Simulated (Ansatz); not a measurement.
# HfHCl+ (doublet): the correlation ladder, def2-TZVPP

The task here is to estimate one member of a computed series from the others.

Method: def2-TZVPP, core rule «outside noble gas», up to 9 orbitals frozen; program: Ansatz 0.2.0, Gaussian basis.

To be run: UHF; ROHF; CCSD(T) on UHF.

2 further runs of the same task are left out: 2 set aside as unsound or not needed.

## The geometry

The geometry is a PBE0/def2-TZVP stationary point (not a proven minimum) of the parent state, kept for this charge and spin. No spin-orbit coupling is included. Elements past krypton take def2 core potentials.

3 atoms, charge 1, spin multiplicity 2.

Atoms are counted from 1 here; the program's logs count them from 0.

Bond lengths: Hf1–Cl2 2.375 Å, Hf1–H3 1.924 Å. Angles: Cl2–Hf1–H3 180.0°.

The first run:

Input file in.yaml:

```yaml
crystal:
  periodic: [false, false, false]
  atoms:
    - {symbol: Hf, position_ang: [0.000000, 0.000000, 0.150300]}
    - {symbol: Cl, position_ang: [0.000000, 0.000000, -2.224700]}
    - {symbol: H, position_ang: [0.000000, 0.000000, 2.074400]}
basis:
  gaussian: {orbitals: def2-TZVPP}
total_charge: 1
magnetization: {spin_polarized: true, initial_magnetization: 1}
hamiltonian: {xc: hf}
output: {orbitals: {seedname: orbitals}}
```

Launch:

```
ansatz run in.yaml --threads 1 --pin off --events-out ev --progress --plain --max-ram 4096MiB --backend cpu
```

Among the steps run: UHF; ROHF; CCSD(T) on UHF.

One of the session's tables, all rows but one given; the rest of the session is left out.

| method | from UCCSD(T) (meV) |
| --- | --- |
| ROHF | ? |
| UHF | +7847.9 |
| UMP2 | +1010.2 |
| UCCSD | +350.5 |
| UCCSD(T) | 0 |

**Question.** Estimate the row for ROHF.

As computed: from UCCSD(T) (meV): +7911.4. In the column «from UCCSD(T) (meV)» it is the highest.

To keep in mind: Warnings: coupled cluster took another determinant than the lowest.
